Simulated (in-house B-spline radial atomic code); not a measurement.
# Tl⁴³⁺: two electrons outside a closed core

Question: what is the low spectrum of Tl⁴³⁺ as two electrons over the core [Ar] 3d10 4s2 4p6?

Program: an in-house B-spline radial atomic code, version 1. Level of theory: configuration interaction of two valence electrons in the frozen-core Dirac-Hartree-Fock potential, then with screened core-valence correlation, Breit and QED (CI+MBPT), no-pair Dirac, B-spline basis. These are calculated values, not measurements, unless marked.

## 1. Starting point

```
element : thallium (Z = 81)
charge  : +43
core    : [Ar] 3d10 4s2 4p6
nucleus : mass number 205, rms radius 5.476 fm
```

## 2. The run

The run's settings:

```ini
basis_form = 3
Z = 81
core_configuration = [Ar] 3d10 4s2 4p6
rms_radius = 5.4759
mass_number = 205
speed_of_light = 137.035999084
box_radius = 2.0
lmax = 6
intervals = 55
virtual_cutoff = 13122.0
```

Launch:

```sh
python run_mb.py task.json out
```

The settings stand in task.json.

After this run come: Matrix elements and lines.

Q: Predict the outcome of this session. Wanted: ground level; ionisation energy; first excited level; largest CI block.

As calculated:

```
                               quantity                                                              value
                           ground level                                                            4d2 3F2
                      ionisation energy                                     2142.3 eV (plain CI 2139.9 eV)
                    first excited level                                              4d2 3P0 at 77685 cm⁻¹
                       largest CI block                                                               2746
tabulated theoretical ionisation energy  2140.0 ± 4 eV (NIST Atomic Spectra Database, ionization energies)
```

**Reading.** 4d2 3F2 lies lowest. Plain CI gives 2139.9 eV for ionisation, the corrected calculation 2142.3 eV. The lowest 9 levels have a mean term purity of 0.72, so spin-orbit mixing is strong and LS labels say little. The tabulated theoretical ionisation energy is 2140.0 ± 4 eV, so the final value is off by +0.11 %, within the tabulated uncertainty.
